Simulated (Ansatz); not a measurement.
# RuF (doublet): from Hartree-Fock to the top rungs, def2-QZVPP

One table from this session's results is given with a row withheld; the runs are named, their logs left out.

Program: Ansatz 0.2.0, Gaussian basis. Level of theory: def2-QZVPP, core rule «outside noble gas», up to 5 orbitals frozen. These are calculated values, not measurements.

To be run: UHF; ROHF; CCSD(T) on UHF.

## The geometry

The geometry is a PBE0/def2-TZVP stationary point (not a proven minimum) of the parent state, kept for this charge and spin. No spin-orbit coupling is included. Elements past krypton take def2 core potentials.

2 atoms, charge 0, spin multiplicity 2.

Atoms are counted from 1 here; the program's logs count them from 0.

Bond lengths: Ru1–F2 1.896 Å.

Set-up of the first run:

in.yaml reads:

```yaml
crystal:
  periodic: [false, false, false]
  atoms:
    - {symbol: Ru, position_ang: [0.000000, 0.000000, 0.000000]}
    - {symbol: F, position_ang: [0.000000, 0.000000, 1.895800]}
basis:
  gaussian: {orbitals: "def2-QZVPP.json"}
magnetization: {spin_polarized: true, initial_magnetization: 1}
hamiltonian: {xc: hf}
output: {orbitals: {seedname: orbitals}}
```

Started as:

```console
$ ansatz run in.yaml --threads 1 --pin off --events-out ev --progress --plain --max-ram 4096MiB --backend cpu
```

Among the steps run: UHF; ROHF; CCSD(T) on UHF.

One of the session's tables, all rows but one given; the rest of the session is left out.

```
  method  from UCCSD(T) (meV)
    ROHF             +15153.8
     UHF                    ?
    UMP2               +657.0
   UCCSD               +680.9
UCCSD(T)                    0
```

Q: Estimate the row for UHF from the others.

As computed: from UCCSD(T) (meV): +14391.7. In the column «from UCCSD(T) (meV)» it lies between UCCSD (+680.9) and ROHF (+15153.8).

The program flags UCCSD(T) as in doubt (see the logs), so the zero of the table is itself unsure.

Caveats from the session: The determinant is far from a pure spin state, so its energy mixes those of several spin states (harmless only where they are near-degenerate, as at dissociation). The program flags UCCSD(T) as in doubt, so the zero of the table is itself unsure.
